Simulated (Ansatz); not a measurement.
# C4H5FZn: the cost of one run

Program: Ansatz 0.2.0. Level of theory: RKS LDA/def2-SVP. These are calculated values, not measurements.

### 1 The system as given

Bond lengths: C1–C2 1.550 Å, C2–F3 1.356 Å, C2–C4 1.519 Å, C4–C5 1.368 Å, C2–Zn6 1.820 Å, C5–Zn6 2.076 Å, C1–H7 1.064 Å, C1–H8 1.111 Å, C1–H9 1.160 Å, C4–H10 1.033 Å, C5–H11 1.059 Å. Angles (14 of 19 angles, heavy atoms first): C1–C2–F3 108.3°, C1–C2–C4 111.4°, C1–C2–Zn6 116.2°, F3–C2–C4 106.9°, F3–C2–Zn6 105.9°, C4–C2–Zn6 107.6°, C2–C4–C5 88.8°, C4–C5–Zn6 101.3°, C2–Zn6–C5 62.2°, C2–C1–H7 111.6°, C2–C1–H8 105.1°, C2–C1–H9 106.4°, C2–C4–H10 135.6°, C5–C4–H10 135.0°.

As a file:

```xyz
11

C    -0.2505   -1.0785    0.9758
C     0.1996    0.2860    0.3939
F     1.2786    0.7123    1.0963
C     0.6393    0.1544   -1.0542
C    -0.2602    1.1306   -1.3863
Zn   -1.0163    1.6378    0.4791
H     0.5171   -1.8102    0.8953
H    -1.1620   -1.3522    0.4024
H    -0.5680   -0.8785    2.0731
H     1.2420   -0.4948   -1.5860
H    -0.5544    1.6360   -2.2689
```

### 2 End point A

Contents of input.yaml:

```yaml
crystal:
  periodic: [false, false, false]
  atoms:
    - { symbol: C, position_ang: [-0.2505, -1.0785, 0.9758] }
    - { symbol: C, position_ang: [0.1996, 0.286, 0.3939] }
    - { symbol: F, position_ang: [1.2786, 0.7123, 1.0963] }
    - { symbol: C, position_ang: [0.6393, 0.1544, -1.0542] }
    - { symbol: C, position_ang: [-0.2602, 1.1306, -1.3863] }
    - { symbol: Zn, position_ang: [-1.0163, 1.6378, 0.4791] }
    - { symbol: H, position_ang: [0.5171, -1.8102, 0.8953] }
    - { symbol: H, position_ang: [-1.162, -1.3522, 0.4024] }
    - { symbol: H, position_ang: [-0.568, -0.8785, 2.0731] }
    - { symbol: H, position_ang: [1.242, -0.4948, -1.586] }
    - { symbol: H, position_ang: [-0.5544, 1.636, -2.2689] }
basis:
  gaussian: { orbitals: def2-SVP }
hamiltonian:
  xc: lda
relax:
  f_tol: 0.015
  max_steps: 40
```

The run is started by

```console
> ansatz run input.yaml --threads 2 --pin off --max-ram 3072MiB --backend cpu --events-out ev --progress --plain --runs-dir out
```

Q: Estimate wall time and peak memory on 2 threads of AMD EPYC 9B45 (Zen 5), shared host.

About 7.2 s, with a peak of 0.19 GiB.
